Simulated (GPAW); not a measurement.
HPbNO4:

```xyz
7
Lattice="3.8540 0.1438 0.0901 -0.2532 5.5270 0.1647 -0.4820 -1.9272 5.7203" Properties=species:S:1:pos:R:3 pbc="T T T"
H    -0.0083    2.5983    3.2335
Pb    2.1473    2.6778    1.0046
N     2.8237    3.6046    5.7249
O    -0.4057   -0.9417    5.0623
O     2.7256   -0.0852    0.8025
O    -0.5912    2.3982    5.1009
O     0.1280    2.5704    2.2622
```

The cell was built by a generator and needn't be a form met in nature.

Base run:

* Program: GPAW 26.7.0
* Functional: PBE
* Dispersion: D3
* Potentials or basis: GPAW PAW data sets (gpaw-data 1.2.1)
* Cutoff: 800 eV
* Basis: pw
* k mesh: 4 × 3 × 3
* Occupations: fermi-dirac, width 0.05 eV
* Spin: no spin polarisation

Its results: band gap on the k mesh 3.22 eV, indirect (least direct gap 3.31 eV); pressure -0.7 GPa; largest force 0.118 eV/Å.

Problem. The run is repeated on the same cell with these changes: dispersion from D3 to D4. What comes out?

Solution. Band gap on the k mesh 3.22 eV, indirect (least direct gap 3.31 eV); pressure -1.1 GPa; largest force 0.119 eV/Å.

Caveats: spin-orbit coupling is left out, which as a rule narrows the gap of such compounds by several tenths of an eV; an odd mesh through Γ misses points on the zone boundary, where band edges often lie.
